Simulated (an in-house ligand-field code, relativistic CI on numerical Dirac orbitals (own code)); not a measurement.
**d4 in a ligand field: terms against the cubic field**

Aim: the terms of a d4 shell from Racah B and C and the field, by exact diagonalisation.

The numbers are computed with an in-house ligand-field code version 1 (parametric ligand-field model of a d^n configuration (Racah B and C, spin-orbit zeta, crystal field), exact diagonalisation), except any that are marked as measured or tabulated.

**1. What is computed**

| Item | Value |
| --- | --- |
| shell | d4 |
| set 1 (cm⁻¹) | B = 810, C = 4080, Oh, 10Dq = 13770 |
| set 2 (cm⁻¹) | B = 810, C = 4080, Oh, 10Dq = 15390 |
| set 3 (cm⁻¹) | B = 810, C = 4080, Oh, 10Dq = 17010 |
| set 4 (cm⁻¹) | B = 810, C = 4080, Oh, 10Dq = 18630 |
| set 5 (cm⁻¹) | B = 810, C = 4080, Oh, 10Dq = 20250 |
| set 6 (cm⁻¹) | B = 810, C = 4080, Oh, 10Dq = 21870 |
| set 7 (cm⁻¹) | B = 810, C = 4080, Oh, 10Dq = 23490 |
| set 8 (cm⁻¹) | B = 810, C = 4080, Oh, 10Dq = 25110 |

**2. Set 1**

Settings, as recorded:

```ini
n = 4
racah_B = 810  # cm-1
racah_C = 4080  # cm-1
zeta = 0  # cm-1
symmetry = Oh
field = {"10Dq": 13770}  # cm-1
```

**3. Set 2**

Settings, as recorded:

```ini
n = 4
racah_B = 810  # cm-1
racah_C = 4080  # cm-1
zeta = 0  # cm-1
symmetry = Oh
field = {"10Dq": 15390}  # cm-1
```

**4. Set 3**

Settings, as recorded:

```ini
n = 4
racah_B = 810  # cm-1
racah_C = 4080  # cm-1
zeta = 0  # cm-1
symmetry = Oh
field = {"10Dq": 17010}  # cm-1
```

**5. Set 4**

Settings, as recorded:

```ini
n = 4
racah_B = 810  # cm-1
racah_C = 4080  # cm-1
zeta = 0  # cm-1
symmetry = Oh
field = {"10Dq": 18630}  # cm-1
```

**6. Set 5**

Settings, as recorded:

```ini
n = 4
racah_B = 810  # cm-1
racah_C = 4080  # cm-1
zeta = 0  # cm-1
symmetry = Oh
field = {"10Dq": 20250}  # cm-1
```

**7. Set 6**

Settings, as recorded:

```ini
n = 4
racah_B = 810  # cm-1
racah_C = 4080  # cm-1
zeta = 0  # cm-1
symmetry = Oh
field = {"10Dq": 21870}  # cm-1
```

**8. Set 7**

Settings, as recorded:

```ini
n = 4
racah_B = 810  # cm-1
racah_C = 4080  # cm-1
zeta = 0  # cm-1
symmetry = Oh
field = {"10Dq": 23490}  # cm-1
```

**9. Set 8**

Settings, as recorded:

```ini
n = 4
racah_B = 810  # cm-1
racah_C = 4080  # cm-1
zeta = 0  # cm-1
symmetry = Oh
field = {"10Dq": 25110}  # cm-1
```

(Steps that only read results are left out.)

What does the calculation give? Wanted: lowest terms; sets at their largest spin, of those that allow S over 1.

The runs gave:

| set | 10Dq/B (size) | lowest | S | electrons in z² and x²-y² | first level of the same spin (cm⁻¹) |
| --- | --- | --- | --- | --- | --- |
| 1: Oh | 17.0 | 5E | 2.00 | 1.00 | 5T2 13770 |
| 2: Oh | 19.0 | 5E | 2.00 | 1.00 | 5T2 15390 |
| 3: Oh | 21.0 | 5E | 2.00 | 1.00 | 5T2 17010 |
| 4: Oh | 23.0 | 5E | 2.00 | 1.00 | 5T2 18630 |
| 5: Oh | 25.0 | 5E | 2.00 | 1.00 | 5T2 20250 |
| 6: Oh | 27.0 | 5E | 2.00 | 1.00 | 5T2 21870 |
| 7: Oh | 29.0 | 5E | 2.00 | 1.00 | 5T2 23490 |
| 8: Oh | 31.0 | 3T1 | 1.00 | 0.04 | 3E 21643 |

| quantity | value |
| --- | --- |
| lowest terms | 1: 5E, 2: 5E, 3: 5E, 4: 5E, 5: 5E, 6: 5E, 7: 5E, 8: 3T1 |
| sets at their largest spin, of those that allow S over 1 | 1, 2, 3, 4, 5, 6, 7 |

The ground state turns from 5E to 3T1 between |10Dq|/B = 29.0 and 31.0, at C/B = 5.04. B, C and the field are free parameters here, not those of a compound.
